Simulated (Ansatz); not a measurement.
# Br (fcc type): a single-point run

The task is a single-point run on Br (fcc type).

Program: Ansatz 0.2.0. Level of theory: DFT, LDA, all-electron LAPW, scalar-relativistic. These are calculated values, not measurements.

## 1. The structure to begin with

The structure is cubic, space group Fm-3m (No. 225). The conventional cell has a = 4.511 Å, b = 4.511 Å, c = 4.511 Å, α = 90.00°, β = 90.00°, γ = 90.00°. Around Br (site symmetry m-3m) lie 12 Br at 3.19 Å.

Coordinates:

```cif
data_structure
_symmetry_space_group_name_H-M 'P 1'
_symmetry_Int_Tables_number 1
_cell_length_a 3.1897
_cell_length_b 3.1897
_cell_length_c 3.1897
_cell_angle_alpha 60.000
_cell_angle_beta 60.000
_cell_angle_gamma 60.000
_cell_volume 22.95
loop_
_atom_site_label
_atom_site_type_symbol
_atom_site_fract_x
_atom_site_fract_y
_atom_site_fract_z
_atom_site_occupancy
Br1 Br 0.00000 0.00000 0.00000 1
```

## 2. The calculation

Input file input.yaml:

```yaml
crystal:
  lattice:
    - [0.0, 2.2554924193, 2.2554924193]
    - [2.2554924193, 0.0, 2.2554924193]
    - [2.2554924193, 2.2554924193, 0.0]
  atoms:
    - { symbol: Br, position: [0.0, 0.0, 0.0] }
kpoints:
  mp_grid: { grid: [14, 14, 14] }
  band_path:
    path:
      - [0.0, 0.0, 0.0]
      - [0.5, 0.0, 0.5]
      - [0.625, 0.25, 0.625]
      - [0.375, 0.375, 0.75]
      - [0.0, 0.0, 0.0]
      - [0.5, 0.5, 0.5]
      - [0.5, 0.25, 0.75]
      - [0.5, 0.0, 0.5]
    npoints: 14
scf:
  occupations: { method: fermi_dirac, width: 0.1 }
  mixing: { algorithm: anderson, beta: 0.005, ndim: 1 }
  max_iter: 75
hamiltonian:
  xc: lda
  pseudopotentials: { kind: all_electron, lapw: { basis_error: 0.001 } }
output:
  forces: true
  stress: true
  eigenvalues: true
  populations: true
```

Launch:

```console
ansatz run input.yaml --threads 1 --pin off --max-ram 2048MiB --backend cpu --events-out ev --progress --plain --runs-dir out
```

What happens when this is run?

The program finished normally. That alone doesn't make the input a sound one.

The suspect setting: scf.mixing.algorithm is anderson; scf.mixing.beta is 0.005; scf.mixing.ndim is 1. What could go wrong: mixing too weak. The residual crept for many cycles and then fell at once, which so weak a step can't do by itself: the program changed its mixing. Several mixing settings were changed at once, so this run can't tell how much each is to blame.

Run again and compare: delete scf.mixing.algorithm, scf.mixing.beta and scf.mixing.ndim (the default then holds).
